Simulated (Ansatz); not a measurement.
# BClH4OSi: the cost of one run

Program: the Python package of Ansatz 0.2.0. Level of theory: PBE0/def2-SVP. These are calculated values, not measurements.

## Step 1: The structure

Bond lengths: Si1–O2 1.690 Å, O2–B3 1.438 Å, B3–Cl4 1.943 Å, Si1–H5 1.533 Å, Si1–H6 1.495 Å, Si1–H7 1.463 Å, B3–H8 1.148 Å. Angles: Si1–O2–B3 104.4°, O2–Si1–H5 107.6°, O2–Si1–H6 111.6°, O2–Si1–H7 113.9°, H5–Si1–H6 105.0°, H5–Si1–H7 107.7°, H6–Si1–H7 110.6°, O2–B3–Cl4 119.6°, O2–B3–H8 123.4°, Cl4–B3–H8 117.0°.

The script holds or builds the structure itself.

## Step 2: Script

Input file run_bend.py:

```python
import ansatz
from ase import Atoms


def main() -> None:
    atoms = Atoms(["Si", "O", "B", "Cl", "H", "H", "H", "H"], positions=[
        (-0.2706, 0.9917, -0.318),
        (-0.5292, -0.626, -0.7339),
        (0.1153, -1.3716, 0.3128),
        (1.9653, -1.9243, 0.097),
        (-0.9762, 1.858, -1.3676),
        (-0.932, 1.339, 0.9764),
        (1.1394, 1.3808, -0.2951),
        (-0.4199, -1.7047, 1.2727),
    ])

    first = (
        ansatz.Crystal.molecule_from_ase(atoms).calculation()
        .basis(gaussian="def2-SVP")
        .functional("pbe0")
        .relax(force_tolerance=0.02, max_steps=80)
    )
    atoms.positions = first.run(threads=1, backend="cpu").report["positions_ang"]

    rows = []
    for angle in [85, 95, 105, 115, 125, 140, 160]:
        bent = atoms.copy()
        bent.set_angle(2, 1, 0, angle, indices=[0, 4, 5, 6])
        base = ansatz.Crystal.molecule_from_ase(bent).calculation()
        base = base.basis(gaussian="def2-SVP")
        base = base.functional("pbe0")
        rows.append((angle, base.run(threads=1, backend="cpu").report["free_energy_ev"]))
    floor = min(e for _, e in rows)
    for angle, e in rows:
        print(f"angle B2-O1-Si0 = {angle:3d} deg   {1000 * (e - floor):9.1f} meV")


if __name__ == "__main__":
    main()
```

## Step 3: The input behind the calls

The engine receives this input (first run):

```yaml
crystal:
  periodic: [false, false, false]
  atoms:
    - { symbol: Si, position_ang: [-0.2706, 0.9917, -0.318] }
    - { symbol: O, position_ang: [-0.5292, -0.626, -0.7339] }
    - { symbol: B, position_ang: [0.1153, -1.3716, 0.3128] }
    - { symbol: Cl, position_ang: [1.9653, -1.9243, 0.097] }
    - { symbol: H, position_ang: [-0.9762, 1.858, -1.3676] }
    - { symbol: H, position_ang: [-0.932, 1.339, 0.9764] }
    - { symbol: H, position_ang: [1.1394, 1.3808, -0.2951] }
    - { symbol: H, position_ang: [-0.4199, -1.7047, 1.2727] }
basis:
  gaussian:
    orbitals: def2-SVP
hamiltonian:
  xc: pbe0
relax:
  f_tol: 0.02
  max_steps: 80
```

## Step 4: Running it

Command:

```bash
$ python run_bend.py
```

Q: Estimate wall time and peak memory on 1 thread of Arm Neoverse V1, shared host.

About 1.8 min, with a peak of 0.23 GiB.
